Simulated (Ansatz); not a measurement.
# C2H3BS: the cost of one run

Method: PBE-D4/cc-pVDZ; program: Ansatz 0.2.0, Gaussian basis.

## Step 1: The starting structure

SMILES `BSC#C`, 7 atoms, charge 0, spin multiplicity 1.

Atoms are counted from 1 here; the program's logs count them from 0.

Bond lengths: B1–S2 1.865 Å, B1–C3 1.806 Å, B1–H5 1.170 Å, B1–H6 1.170 Å, S2–C3 1.676 Å, C3–C4 1.217 Å, C4–H7 1.050 Å. Angles: S2–B1–C3 54.3°, S2–B1–H5 117.7°, S2–B1–H6 117.6°, C3–B1–H5 112.1°, C3–B1–H6 112.0°, H5–B1–H6 122.4°, B1–S2–C3 61.1°, B1–C3–S2 64.6°, B1–C3–C4 113.3°, S2–C3–C4 177.9°, C3–C4–H7 178.0°.

As a file:

```mol
C2H3BS
  3D, bonds by distance, orders not assigned

  7  7  0  0  0  0  0  0  0  0999 V2000
   -0.3739    0.9858   -0.1230 B   0  0
    0.3791    0.8955    1.5806 S   0  0
    0.4103   -0.4683    0.6070 C   0  0
    0.4145   -1.4352   -0.1326 C   0  0
    0.2734    1.4514   -0.9788 H   0  0
   -1.5335    0.8611   -0.2110 H   0  0
    0.4301   -2.2903   -0.7422 H   0  0
  1  2  8  0
  1  3  8  0
  1  5  8  0
  1  6  8  0
  2  3  8  0
  3  4  8  0
  4  7  8  0
M  END
```

## Step 2: The run

The input, md/in.yaml:

```yaml
crystal:
  periodic: [false, false, false]
  atoms:
    - {symbol: B, position_ang: [-0.373930, 0.985810, -0.123020]}
    - {symbol: S, position_ang: [0.379100, 0.895490, 1.580580]}
    - {symbol: C, position_ang: [0.410320, -0.468270, 0.607040]}
    - {symbol: C, position_ang: [0.414540, -1.435250, -0.132580]}
    - {symbol: H, position_ang: [0.273410, 1.451370, -0.978800]}
    - {symbol: H, position_ang: [-1.533480, 0.861120, -0.211030]}
    - {symbol: H, position_ang: [0.430060, -2.290280, -0.742180]}
basis:
  gaussian: {orbitals: cc-pVDZ}
hamiltonian: {xc: pbe, dispersion: d4}
md: {n_steps: 30, timestep: 0.5, temperature: 300, ensemble: nvt_langevin, seed: 167, friction: 0.05, initial_velocities: maxwell_boltzmann}
```

Started as:

```console
$ ansatz run in.yaml --threads 2 --pin off --events-out ev --progress --plain --max-ram 3481MiB
```

What time and memory should one allow on 2 threads of Arm Neoverse V2, shared host?

About 27 s, with a peak of 0.11 GiB.
